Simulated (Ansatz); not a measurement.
# Zr4BeNb3: the cost of one run

Method: DFT PBE, scalar-relativistic, plane waves, PAW, unless a step names another level, in Ansatz 0.2.0.

**1. The structure to begin with**

The structure is tetragonal, space group P4/mmm (No. 123). The conventional cell has a = 3.417 Å, b = 3.417 Å, c = 13.191 Å, α = 90.00°, β = 90.00°, γ = 90.00°. Zr (site symmetry 4mm) has 4 Be at 2.83 Å and 1 Zr at 2.93 Å and 4 Nb at 2.94 Å as nearest neighbours. Around Zr (site symmetry 4mm) lie 8 Nb at 2.95 to 2.99 Å and 6 Zr at 3.37 to 3.51 Å. Be (site symmetry 4/mmm) has 8 Zr at 2.83 Å and 2 Nb at 3.15 Å as nearest neighbours. Nb (site symmetry 4mm) is surrounded by 8 Zr at 2.94 to 2.95 Å and 1 Be at 3.15 Å. Nb (site symmetry 4/mmm) is surrounded by 8 Zr at 2.99 Å and 6 Nb at 3.42 to 3.44 Å.

Coordinates:

```cif
data_structure
_symmetry_space_group_name_H-M 'P4/mmm'
_symmetry_Int_Tables_number 123
_cell_length_a 3.4168
_cell_length_b 3.4168
_cell_length_c 13.1908
_cell_angle_alpha 90.000
_cell_angle_beta 90.000
_cell_angle_gamma 90.000
_cell_volume 154.00
loop_
_atom_site_label
_atom_site_type_symbol
_atom_site_symmetry_multiplicity
_atom_site_Wyckoff_symbol
_atom_site_fract_x
_atom_site_fract_y
_atom_site_fract_z
_atom_site_occupancy
Zr1 Zr 2 g 0.00000 0.00000 0.88875 1
Zr2 Zr 2 g 0.00000 0.00000 0.36697 1
Be1 Be 1 c 0.50000 0.50000 0.00000 1
Nb1 Nb 2 h 0.50000 0.50000 0.23890 1
Nb2 Nb 1 d 0.50000 0.50000 0.50000 1
```

It came out lowest among 16 distinct ends of the trial cells. At a tolerance of 0.05 Å it has space group P4/mmm (No. 123).

**2. A stricter relaxation, on the response runs' mesh and smearing**

input.yaml

```yaml
crystal:
  lattice:
    - [3.4167953034, 0.0, 0.0]
    - [0.0, 3.4167953034, 0.0]
    - [0.0, 0.0, 13.1908415581]
  atoms:
    - { symbol: Zr, position: [0.0, 0.0, 0.8887534563] }
    - { symbol: Zr, position: [0.0, 0.0, 0.1112465437] }
    - { symbol: Zr, position: [0.0, 0.0, 0.3669653192] }
    - { symbol: Zr, position: [0.0, 0.0, 0.6330346808] }
    - { symbol: Be, position: [0.5, 0.5, 0.0] }
    - { symbol: Nb, position: [0.5, 0.5, 0.2388971573] }
    - { symbol: Nb, position: [0.5, 0.5, 0.5] }
    - { symbol: Nb, position: [0.5, 0.5, 0.7611028427] }
basis:
  ecutwfc: 420
kpoints:
  mp_grid: { grid: [10, 10, 4] }
hamiltonian:
  xc: pbe
scf:
  occupations: { method: gaussian, width: 0.1 }
output:
  forces: true
  stress: true
  eigenvalues: true
relax:
  adjacent_minimum: "off"
  f_tol: 0.001
  max_steps: 60
  cell: { stress_tol: 0.01 }
```

Started as:

```console
$ ansatz run input.yaml --threads 3 --pin off --max-ram 7680MiB --backend cpu --events-out ev --progress --plain --runs-dir out
```

**Question.** How long does this run take on 3 threads of Arm Neoverse V1, shared host, and how much memory does it need?

About 47 s, with a peak of 0.75 GiB.
